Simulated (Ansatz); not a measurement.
# GaGe3 (Pm-3m) in Ansatz: convergence with k mesh

Aim: find how far k mesh must go before the results for GaGe3 settle, at PBE. This setting moves, with any that are tied to it; all else stays.

Everything below comes from runs of Ansatz 0.2.0. Logs are shortened: lines on timing, memory, paths and dates and some standing lists are left out, and cuts for length are marked.

## (1) Starting point

Symmetry: Pm-3m, No. 221, cubic system. The conventional cell has a = 4.278 Å, b = 4.278 Å, c = 4.278 Å, α = 90.00°, β = 90.00°, γ = 90.00°. Ge (site symmetry 4/mmm) has 8 Ge at 3.03 Å and 4 Ga at 3.03 Å as nearest neighbours. Ga (site symmetry m-3m) has 12 Ge at 3.03 Å as nearest neighbours.

The cell comes from a database or a generator and needn't be the stable form of this composition.

## (2) With k mesh 2 × 2 × 2

File input.yaml:

```yaml
crystal:
  lattice:
    - [4.278466, 0.0, 0.0]
    - [0.0, 4.278466, 0.0]
    - [0.0, 0.0, 4.278466]
  atoms:
    - { symbol: Ge, position: [0.5, 0.5, 0.0] }
    - { symbol: Ge, position: [0.5, 0.0, 0.5] }
    - { symbol: Ge, position: [0.0, 0.5, 0.5] }
    - { symbol: Ga, position: [0.0, 0.0, 0.0] }
hamiltonian:
  xc: pbe
  pseudopotentials: { kind: paw_fr }
magnetization:
  noncollinear: true
  spin_orbit: true
kpoints:
  mp_grid: { grid: [2, 2, 2] }
scf:
  occupations: { method: fermi_dirac, width: 0.05 }
output:
  forces: true
  stress: true
  eigenvalues: true
```

Potentials or basis: Ansatz PAW.

The run is started by

```
ansatz run input.yaml --threads 2 --pin off --max-ram 5632MiB --backend cpu --events-out ev --progress --plain --runs-dir out
```

What it wrote:

```text
Warning: RAYON_NUM_THREADS=2 ignored (pool sized by the plan → 2); use --threads N
Engine: ansatz 0.2.0, aarch64-unknown-linux-gnu
Pseudopotentials: kind: paw_fr
Pseudopotential: Ge, paw_fr, valence charge 14, recommended cutoff 420 eV (normal), Ge.paw.azcp#standard-fr
Pseudopotential: Ga, paw_fr, valence charge 13, recommended cutoff 420 eV (normal), Ga.paw.azcp#standard-fr
Functional definition: PBE
  parameter kappa = 0.804
  parameter beta = 0.06672455060314922
  exchange = pbe_x(kappa = kappa, mu = beta*pi^2/3)
  correlation = pbe_c(beta = beta)
non-collinear run that drives no moment, with spin-orbit: no starting moment large enough to seed its density (crystal.atoms[].spin), no starting occupations that ask for one, no magnetisation constraint and no magnetic field, so the semilocal B_xc is pinned to zero
Crystal: 4 atoms, lattice volume = 78.318 Å³
Basis set: ecut = 420 eV, 1551 PW (Γ), exchange–correlation on 60×60×60 points (8 copies of the dense FFT grid, shifted against one another)
Bands: 66, of which v1, the nominal top of the filled ones, is band 55 counted from 1 (54 counted from 0)
Symmetry: 48 space group operations + 48 with time reversal
Magnetic group: BNS 221.93 (UNI 1595), of the structure as read, at distance tolerance 4.3e-5 Å
k-points: 4 of 8
Projection manifold: j_resolved (fully-relativistic pseudo-atomic orbitals)
Non-local potential: Ge, projectors of the file, l = 0: 2, l = 1: 4, l = 2: 6, l = 3: 2
Non-local potential: Ga, projectors of the file, l = 0: 2, l = 1: 4, l = 2: 6, l = 3: 2
PAW form: soft (Blöchl's): semilocal exchange-correlation on the pseudo side does not see the compensation charge
PAW one-centre angular grid: Ge, 590 points (default); XC on 64 Gauss nodes
PAW one-centre angular grid: Ga, 590 points (default); XC on 64 Gauss nodes
Initial density: superposition of atomic densities (chi_scale 0.1, normalization cell, long waves kept (reshape's long-wave potential 0.00 eV rms))
Initial wavefunctions: pseudopotential atomic-orbital guess
Functional: x = pbe(κ = 0.804, μ = 0.2195149727645171), c = pbe(β = 0.06672455060314922)
SCF iter   1: F=—  HF=-16665.413425 eV  |F-HF|=—  |Δ(HF+E_count)|=         —  Δρ=1.62e-2  dr2=1.60e-1  dr2_m=0.00e0 (ungated)  ethr=3.10e-3  |M|=0.00e0 ∫|m|=0.00e0 μB  |m|>n=0.0e0 m-floor=0.0e0 τ_xc=0.0e0  β_m=0.30  ⟨swp⟩=8.2  Hψ=546  notcnv=0
preconditioner: auto → Resta (q_TF=auto, 2.572 Å⁻¹)  ε∞=3.4  [insulator: Δε(μ)=0.124 eV  Ē_g=19.925 eV  σ=0.050 eV  W_gap=0.54  n_scr=26 (ndim 8)  ℏωp=31.1 eV  f_vac=0.000  D(μ)=6.50/eV (n_scr^D=80)  ε∞_Penn≈3.4]
spin=Noncollinear: Resta preconditioning applied to the charge; magnetization (m_x, m_y, m_z) channels mix plain (no charge-response kernel on spin).
SCF iter   2: F=—  HF=-16665.381057 eV  |F-HF|=—  |Δ(HF+E_count)|=   3.24e-2  Δρ=1.14e-2  dr2=7.92e-2  dr2_m=0.00e0 (ungated)  ethr=2.91e-4  |M|=0.00e0 ∫|m|=0.00e0 μB  |m|>n=0.0e0 m-floor=0.0e0 τ_xc=0.0e0  β_m=0.64  ⟨swp⟩=1.8  Hψ=158  notcnv=0  defer=2
SCF iter   3: F=—  HF=-16665.353785 eV  |F-HF|=—  |Δ(HF+E_count)|=   2.73e-2  Δρ=2.17e-3  dr2=2.55e-3  dr2_m=0.00e0 (ungated)  ethr=1.44e-4  |M|=0.00e0 ∫|m|=0.00e0 μB  |m|>n=0.0e0 m-floor=0.0e0 τ_xc=0.0e0  β_m=0.59  ⟨swp⟩=2.5  Hψ=216  notcnv=0  defer=8
SCF iter   4: F=—  HF=-16665.352924 eV  |F-HF|=—  |Δ(HF+E_count)|=   8.61e-4  Δρ=6.72e-4  dr2=3.57e-4  dr2_m=0.00e0 (ungated)  ethr=4.64e-6  |M|=0.00e0 ∫|m|=0.00e0 μB  |m|>n=0.0e0 m-floor=0.0e0 τ_xc=0.0e0  β_m=0.72  ⟨swp⟩=2.0  Hψ=239  notcnv=0  defer=8
SCF iter   5: F=—  HF=-16665.353023 eV  |F-HF|=—  |Δ(HF+E_count)|=   9.82e-5  Δρ=2.84e-4  dr2=3.83e-5  dr2_m=0.00e0 (ungated)  ethr=6.49e-7  |M|=0.00e0 ∫|m|=0.00e0 μB  |m|>n=0.0e0 m-floor=0.0e0 τ_xc=0.0e0  β_m=0.66  ⟨swp⟩=2.0  Hψ=178  notcnv=0  defer=8
SCF iter   6: F=—  HF=-16665.352996 eV  |F-HF|=—  |Δ(HF+E_count)|=   2.64e-5  Δρ=5.66e-5  dr2=3.23e-6  dr2_m=0.00e0 (ungated)  ethr=6.96e-8  |M|=0.00e0 ∫|m|=0.00e0 μB  |m|>n=0.0e0 m-floor=0.0e0 τ_xc=0.0e0  β_m=0.83  ⟨swp⟩=2.0  Hψ=235  notcnv=0  defer=8
SCF iter   7: F=—  HF=-16665.352996 eV  |F-HF|=—  |Δ(HF+E_count)|=   2.77e-7  Δρ=2.11e-5  dr2=3.71e-7  dr2_m=0.00e0 (ungated)  ethr=5.88e-9  |M|=0.00e0 ∫|m|=0.00e0 μB  |m|>n=0.0e0 m-floor=0.0e0 τ_xc=0.0e0  β_m=0.88  ⟨swp⟩=2.2  Hψ=233  notcnv=0  defer=8
SCF iter   8: F=-16665.352996 eV  HF=-16665.352996 eV  |F-HF|=7.07e-9  |Δ(HF+E_count)|=   4.31e-8  Δρ=3.98e-6  dr2=1.62e-8  dr2_m=0.00e0 (ungated)  ethr=1.82e-10  |M|=0.00e0 ∫|m|=0.00e0 μB  |m|>n=0.0e0 m-floor=0.0e0 τ_xc=0.0e0  ⟨swp⟩=6.2  Hψ=448  notcnv=0
SCF 1 converged in 8 iterations: F = -16665.352996 eV  dr2 = 1.62e-8
SCF converged after 8 iterations
Magnetization: |M| = 0.0000 μB,  M = (+0.0000, +0.0000, +0.0000) μB
Absolute magnetization: 0.0000 μB (∫|m|)
  site 0: m = (+0.0000, +0.0000, +0.0000) μB, |m| = 0.0000 μB  (R = 1.25 Å)
  site 1: m = (+0.0000, +0.0000, +0.0000) μB, |m| = 0.0000 μB  (R = 1.25 Å)
  site 2: m = (+0.0000, +0.0000, +0.0000) μB, |m| = 0.0000 μB  (R = 1.25 Å)
  site 3: m = (+0.0000, +0.0000, +0.0000) μB, |m| = 0.0000 μB  (R = 1.25 Å)
Free energy (F): -16665.352996 eV
Harris-Foulkes:  -16665.352996 eV  (|F-HF|=7.07e-9)
Internal energy: -16665.301530 eV  (E = F + TS)
E sigma→0 (E₀):  -16665.327263 eV
Entropy (-TS):   -0.051466 eV (-12.867 meV/atom)
Fermi energy:    10.199246 eV
--- Per-component energies (eV) ---
  E_band       = -394.224955
  E_kinetic    = 447.196964
  E_local      = -8287.016524  (includes V_loc(G=0)·N_el)
  E_nonlocal   = 1664.898183
  E_hartree    = 3674.921675
  E_xc         = -296.568463
  E_vxc        = -251.915153  (∫ρ·V_xc dr)
  E_paw        = -8031.096128  (= ΣΔE_a)
  E_vpaw       = -1317.224634  (= ΣTr[D̂ρ^β])
  E_aug_tail   = 0.000567  (compensation charges beyond the density's cutoff)
  E_ewald      = -5837.637805
  E_smearing   = -0.051466  (= −TS)
  E_closure    = -0.000000  (closes the sum)
  Σ components = -16665.352996   (vs F -16665.352996, Δ=0.00e0)
--- Forces (eV/Å), atoms counted from 1 ---
  atom   1  Ge    -0.00000000     0.00000000    -0.00000000
  atom   2  Ge    -0.00000000    -0.00000000     0.00000000
  atom   3  Ge     0.00000000     0.00000000     0.00000000
  atom   4  Ga     0.00000000    -0.00000000     0.00000000
  max |Σ_I F_I| component: 2.54e-24 eV/Å
--- Stress (GPa, compression-positive) ---
        6.648573       0.000000      -0.000000
        0.000000       6.648573       0.000000
        0.000000       0.000000       6.648573
  P = ⅓ Tr σ = 6.6486 GPa (66.486 kbar)
--- Band table (eV) ---
  k-point 0: bands = ["-14.6091", "-14.6091", "-14.6091", "-14.6091", "-14.6045", "-14.6045", "-14.5922", "-14.5922", "-14.5922", "-14.5922", "-14.5824", "-14.5824", "-14.0428", "-14.0428", "-14.0353", "-14.0353", "-14.0353", "-14.0353", "-14.0207", "-14.0207", "-14.0207", "-14.0207", "-14.0110", "-14.0110", "-13.9891", "-13.9891", "-13.9628", "-13.9628", "-13.9628", "-13.9628", "-4.9494", "-4.9494", "-4.9494", "-4.9494", "-4.4934", "-4.4934", "-4.4934", "-4.4934", "-4.4831", "-4.4831", "-2.1850", "-2.1850", "4.7719", "4.7719", "4.7719", "4.7719", "6.5056", "6.5056", "6.5056", "6.5056", "6.5345", "6.5345", "6.8868", "6.8868", "12.8595", "12.8595", "12.8595", "12.8595", "13.0136", "13.0136", "13.7038", "13.7038", "13.8637", "13.8637", "13.8637", "13.8637"]
  k-point 1: bands = ["-14.6071", "-14.6071", "-14.5975", "-14.5975", "-14.5974", "-14.5974", "-14.5946", "-14.5946", "-14.5917", "-14.5917", "-14.5855", "-14.5855", "-14.0361", "-14.0361", "-14.0316", "-14.0316", "-14.0191", "-14.0191", "-14.0153", "-14.0153", "-14.0115", "-14.0115", "-14.0072", "-14.0072", "-14.0036", "-14.0036", "-13.9911", "-13.9911", "-13.9780", "-13.9780", "-4.9502", "-4.9502", "-4.9501", "-4.9501", "-4.4953", "-4.4953", "-4.4896", "-4.4896", "-4.4879", "-4.4879", "-0.4664", "-0.4664", "0.1707", "0.1707", "5.2175", "5.2175", "6.9053", "6.9053", "8.3346", "8.3346", "8.4690", "8.4690", "8.8805", "8.8805", "9.0058", "9.0058", "10.2600", "10.2600", "10.5219", "10.5219", "14.6061", "14.6061", "14.8183", "14.8183", "14.9502", "14.9502"]
  k-point 2: bands = ["-14.6049", "-14.6049", "-14.6007", "-14.6007", "-14.5966", "-14.5966", "-14.5921", "-14.5921", "-14.5896", "-14.5896", "-14.5854", "-14.5854", "-14.0309", "-14.0309", "-14.0269", "-14.0269", "-14.0143", "-14.0143", "-14.0113", "-14.0113", "-14.0112", "-14.0112", "-14.0109", "-14.0109", "-14.0081", "-14.0081", "-13.9934", "-13.9934", "-13.9888", "-13.9888", "-4.9530", "-4.9530", "-4.9507", "-4.9507", "-4.5028", "-4.5028", "-4.4910", "-4.4910", "-4.4838", "-4.4838", "1.4671", "1.4671", "1.5183", "1.5183", "1.5215", "1.5215", "3.0863", "3.0863", "9.6079", "9.6079", "10.0704", "10.0704", "10.1227", "10.1227", "10.4057", "10.4057", "10.5303", "10.5303", "10.5437", "10.5437", "10.9182", "10.9182", "11.7915", "11.7915", "16.5175", "16.5175"]
  k-point 3: bands = ["-14.6084", "-14.6084", "-14.6084", "-14.6084", "-14.5960", "-14.5960", "-14.5960", "-14.5960", "-14.5871", "-14.5871", "-14.5799", "-14.5799", "-14.0466", "-14.0466", "-14.0374", "-14.0374", "-14.0195", "-14.0195", "-14.0195", "-14.0195", "-14.0068", "-14.0068", "-14.0018", "-14.0018", "-14.0018", "-14.0018", "-13.9771", "-13.9771", "-13.9771", "-13.9771", "-4.9536", "-4.9536", "-4.9536", "-4.9536", "-4.5102", "-4.5102", "-4.4861", "-4.4861", "-4.4861", "-4.4861", "2.5697", "2.5697", "2.5697", "2.5697", "2.5725", "2.5725", "4.9600", "4.9600", "4.9801", "4.9801", "5.3756", "5.3756", "5.3756", "5.3756", "5.4010", "5.4010", "16.8475", "16.8475", "16.8924", "16.8924", "16.8924", "16.8924", "17.1217", "17.1217", "17.1217", "17.1217"]
```

It took 2.6 s on 2 threads of Arm Neoverse V1, shared host; peak memory 0.52 GiB.

What came out:

* Free energy: -16665.3530 eV
* Pressure: 6.6 GPa
* Band gap on the k mesh: none (metal or under the smearing width)

## (3) With k mesh 3 × 3 × 3

input.yaml: that of step 2 with these lines changed.

```diff
@@ -17,3 +17,3 @@
 kpoints:
-  mp_grid: { grid: [2, 2, 2] }
+  mp_grid: { grid: [3, 3, 3] }
 scf:
```

Potentials or basis: Ansatz PAW.

The run is started by

```
ansatz run input.yaml --threads 2 --pin off --max-ram 5632MiB --backend cpu --events-out ev --progress --plain --runs-dir out
```

Wall time 2.6 s (2 threads of Arm Neoverse V1, shared host); peak memory 0.52 GiB.

Results:

- Free energy: -16666.8513 eV
- Pressure: 0.5 GPa
- Band gap on the k mesh: none (metal or under the smearing width)

## (4) With k mesh 4 × 4 × 4

input.yaml: that of step 3 with these lines changed.

```diff
@@ -17,3 +17,3 @@
 kpoints:
-  mp_grid: { grid: [3, 3, 3] }
+  mp_grid: { grid: [4, 4, 4] }
 scf:
```

The run is started by

```
ansatz run input.yaml --threads 2 --pin off --max-ram 5632MiB --backend cpu --events-out ev --progress --plain --runs-dir out
```

Run time: 5.6 s. Hardware: 2 threads of Arm Neoverse V1, shared host; peak memory 0.57 GiB.

What came out:

```
Free energy            : -16667.3995 eV
Pressure               : -0.4 GPa
Band gap on the k mesh : none (metal or under the smearing width)
```

## (5) With k mesh 5 × 5 × 5

input.yaml: that of step 4 with these lines changed.

```diff
@@ -17,3 +17,3 @@
 kpoints:
-  mp_grid: { grid: [4, 4, 4] }
+  mp_grid: { grid: [5, 5, 5] }
 scf:
```

The run is started by

```
ansatz run input.yaml --threads 2 --pin off --max-ram 5632MiB --backend cpu --events-out ev --progress --plain --runs-dir out
```

Wall time 5.4 s (2 threads of Arm Neoverse V1, shared host); peak memory 0.57 GiB.

What came out:

| Item | Value |
| --- | --- |
| Free energy | -16667.3630 eV |
| Pressure | -0.5 GPa |
| Band gap on the k mesh | none (metal or under the smearing width) |

## (6) With k mesh 6 × 6 × 6

input.yaml: that of step 5 with these lines changed.

```diff
@@ -17,3 +17,3 @@
 kpoints:
-  mp_grid: { grid: [5, 5, 5] }
+  mp_grid: { grid: [6, 6, 6] }
 scf:
```

Potentials or basis: Ansatz PAW.

The run is started by

```
ansatz run input.yaml --threads 2 --pin off --max-ram 5632MiB --backend cpu --events-out ev --progress --plain --runs-dir out
```

It took 10 s on 2 threads of Arm Neoverse V1, shared host; peak memory 0.61 GiB.

It converged, with:

| Property | Result |
| --- | --- |
| Free energy | -16667.3002 eV |
| Pressure | -0.1 GPa |
| Band gap on the k mesh | none (metal or under the smearing width) |

## (7) With k mesh 7 × 7 × 7

input.yaml: that of step 6 with these lines changed.

```diff
@@ -17,3 +17,3 @@
 kpoints:
-  mp_grid: { grid: [6, 6, 6] }
+  mp_grid: { grid: [7, 7, 7] }
 scf:
```

The run is started by

```
ansatz run input.yaml --threads 2 --pin off --max-ram 5632MiB --backend cpu --events-out ev --progress --plain --runs-dir out
```

It took 10 s on 2 threads of Arm Neoverse V1, shared host; peak memory 0.62 GiB.

It converged, with:

- Free energy: -16667.3504 eV
- Pressure: -0.6 GPa
- Band gap on the k mesh: none (metal or under the smearing width)

## (8) With k mesh 9 × 9 × 9

input.yaml: that of step 7 with these lines changed.

```diff
@@ -17,3 +17,3 @@
 kpoints:
-  mp_grid: { grid: [7, 7, 7] }
+  mp_grid: { grid: [9, 9, 9] }
 scf:
```

The run is started by

```
ansatz run input.yaml --threads 2 --pin off --max-ram 5632MiB --backend cpu --events-out ev --progress --plain --runs-dir out
```

Run time: 18 s. Hardware: 2 threads of Arm Neoverse V1, shared host; peak memory 0.7 GiB.

Results (log left out):

- Free energy: -16667.3467 eV
- Pressure: -0.3 GPa
- Band gap on the k mesh: none (metal or under the smearing width)

## (9) With k mesh 10 × 10 × 10

input.yaml: that of step 8 with these lines changed.

```diff
@@ -17,3 +17,3 @@
 kpoints:
-  mp_grid: { grid: [9, 9, 9] }
+  mp_grid: { grid: [10, 10, 10] }
 scf:
```

Potentials or basis: Ansatz PAW.

The run is started by

```
ansatz run input.yaml --threads 2 --pin off --max-ram 5632MiB --backend cpu --events-out ev --progress --plain --runs-dir out
```

Wall time 29 s (2 threads of Arm Neoverse V1, shared host); peak memory 0.81 GiB.

Results (log left out):

```yaml
Free_energy: -16667.3663 eV
Pressure: -0.5 GPa
Band_gap_on_the_k_mesh: none (metal or under the smearing width)
```

## (10) The series at a glance

| k mesh | energy less the tightest run, at zero smearing (meV/atom) | pressure (GPa) | SCF cycles | CPU time (s) | peak memory (GiB) |
| --- | --- | --- | --- | --- | --- |
| 2 × 2 × 2 | 508.10 | 6.65 | 8 | 5 | 0.52 |
| 3 × 3 × 3 | 133.49 | 0.46 | 8 | 5 | 0.52 |
| 4 × 4 × 4 | -7.43 | -0.44 | 8 | 11 | 0.57 |
| 5 × 5 × 5 | 0.51 | -0.55 | 8 | 10 | 0.57 |
| 6 × 6 × 6 | 17.70 | -0.06 | 8 | 20 | 0.61 |
| 7 × 7 × 7 | 3.98 | -0.55 | 8 | 20 | 0.62 |
| 9 × 9 × 9 | 5.61 | -0.28 | 8 | 35 | 0.7 |
| 10 × 10 × 10 | 0.00 | -0.54 | 8 | 57 | 0.81 |

Not settled before the last step: the energy (to 1 meV/atom), the pressure (to 0.1 GPa). Meshes of other sizes hit other points, so gaps and Fermi surfaces needn't settle smoothly. The tightest run that finished is the yardstick and may itself not be fully converged.
